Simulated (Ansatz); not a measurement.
What does this script print? It uses Ansatz 0.2.0, Python API.

The script, `h4ossi2_md.py`:
```python
"""Molecular dynamics of one H4OSSi2 molecule."""

import ansatz as az
import numpy as np

molecule = (
    az.Crystal.molecule()
    .atom("Si", (-0.0427, 1.3855, -0.3899))
    .atom("O", (0.0188, -0.16, 0.0566))
    .atom("Si", (0.8913, -1.1019, 1.0604))
    .atom("S", (0.2653, -3.0933, 0.8685))
    .atom("H", (-1.1719, 1.5791, -1.4193))
    .atom("H", (-0.381, 2.2775, 0.7905))
    .atom("H", (1.2294, 1.8632, -0.9812))
    .atom("H", (-0.7172, -2.8072, -0.0414))
)

base = molecule.calculation()
base = base.basis(gaussian="6-31G*")
base = base.functional("pbe0").md("nve", timestep=1.0, steps=40, temperature=200, initial_velocities="maxwell_boltzmann", seed=61)
frames = []
base.session().plan().execute(on_event=lambda e: frames.append(e["data"]) if e["event"] == "md_step" else None)
print("t (fs)   E_pot (eV)      E_kin (eV)   T (K)   d(0-1) (A)")
for f in frames[::2]:
    xyz = np.array(f["positions_ang"])
    print(f"{f['time_fs']:6.2f} {f['lagrangian_ev']:14.5f} {f['e_kin_ev']:10.5f} {f['temperature_k']:8.1f} {np.linalg.norm(xyz[0] - xyz[1]):9.4f}")
kept = np.array([f["conserved_ev"] for f in frames])
print(f"conserved energy moves by at most {1000 * np.ptp(kept):.3f} meV")
```

```console
$ python h4ossi2_md.py
t (fs)   E_pot (eV)      E_kin (eV)   T (K)   d(0-1) (A)
  0.00   -28690.07611    0.15511    200.0    1.6099
  2.00   -28690.04786    0.12791    164.9    1.6031
  4.00   -28690.07495    0.15447    199.2    1.6041
  6.00   -28690.12619    0.20427    263.4    1.6126
  8.00   -28690.13767    0.21714    280.0    1.6274
 10.00   -28690.16898    0.24816    320.0    1.6468
 12.00   -28690.20743    0.28562    368.3    1.6687
 14.00   -28690.20149    0.28069    361.9    1.6911
 16.00   -28690.19356    0.27271    351.6    1.7115
 18.00   -28690.18671    0.26556    342.4    1.7280
 20.00   -28690.16998    0.24912    321.2    1.7392
 22.00   -28690.15398    0.23270    300.0    1.7442
 24.00   -28690.12563    0.20491    264.2    1.7432
 26.00   -28690.10519    0.18448    237.9    1.7367
 28.00   -28690.09774    0.17696    228.2    1.7257
 30.00   -28690.09388    0.17281    222.8    1.7118
 32.00   -28690.08651    0.16634    214.5    1.6961
 34.00   -28690.11374    0.19256    248.3    1.6800
 36.00   -28690.12763    0.20584    265.4    1.6647
 38.00   -28690.10757    0.18772    242.1    1.6515
 40.00   -28690.14093    0.21997    283.6    1.6418
conserved energy moves by at most 2.168 meV
```

Total energies depend on the basis set; only differences at equal settings carry meaning. The trajectory is only some femtoseconds long, so its temperature is not equilibrated; where the script doesn't relax first, it starts from a rough generated geometry. The temperature counts the internal degrees of freedom alone. With hydrogen a step over 0.5 fs is long. The whole script took 2.7 min on 1 thread of Arm Neoverse V1, with other jobs on the host, peak memory 0.23 GiB.

(Lines on the test bed's own set-up are left out of the output.)
